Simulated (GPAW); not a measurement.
Runs of GPAW 26.7.0 on CsLiCr2Te2S3. It takes space group C2/m (No. 12, monoclinic). The conventional cell has a = 14.579 Å, b = 4.209 Å, c = 7.709 Å, α = 90.00°, β = 109.04°, γ = 90.00°. Cs (site symmetry 2/m) is surrounded by 6 S at 3.84 to 3.85 Å and 6 Te at 4.08 to 4.23 Å and 2 Cs at 4.21 Å and 2 Cr at 4.27 Å and 4 Li at 4.39 Å. Li (site symmetry 2/m) has 2 S at 2.10 Å as nearest neighbours. Cr (site symmetry m) has 4 S at 2.33 to 2.46 Å as nearest neighbours. Around Te (site symmetry m) lie 2 Cr at 2.84 Å and 1 Li at 3.10 Å and 1 S at 3.19 Å. Around S (site symmetry m) lie 3 Cr at 2.33 to 2.46 Å. Around S (site symmetry 2/m) lie 2 Li at 2.10 Å and 2 Cr at 2.38 Å. The cell was built by a generator and needn't be a form met in nature.

```tsv
level	gap on the mesh (eV)	pressure (GPa)	moment (μB)	largest force (eV/Å)
PBE	none	(a)	5.63	0.09
PBE+D3	none	(b)	5.63	0.11
PBE+D3(BJ)	none	-1.6	5.63	0.06
PBE+D4	none	-1.5	5.63	0.06
```

Alike in all rows: task single point; potentials or basis GPAW PAW data sets (gpaw-data 1.2.1), pw; spin collinear, ferromagnetic start; cell as given; k mesh 4 × 4 × 2; cutoff (eV) 800; smearing fermi-dirac 0.05 eV; the mesh is coarse, so values aren't converged.

Task: Estimate the missing entries.

Result: (a) 0.4; (b) -0.6.

Caveats: all runs use coarse meshes; only a ferromagnetic start was run, and an antiferromagnetic order may lie lower in energy; pairwise dispersion overbinds metals, which lowers pressure and volume (some runs).

A k mesh can miss the band edges, and the runs leave out spin-orbit coupling on Cs, Te.

A gap of «none» marks a metal or a gap under the smearing width.

Not every run made on this cell is shown here.
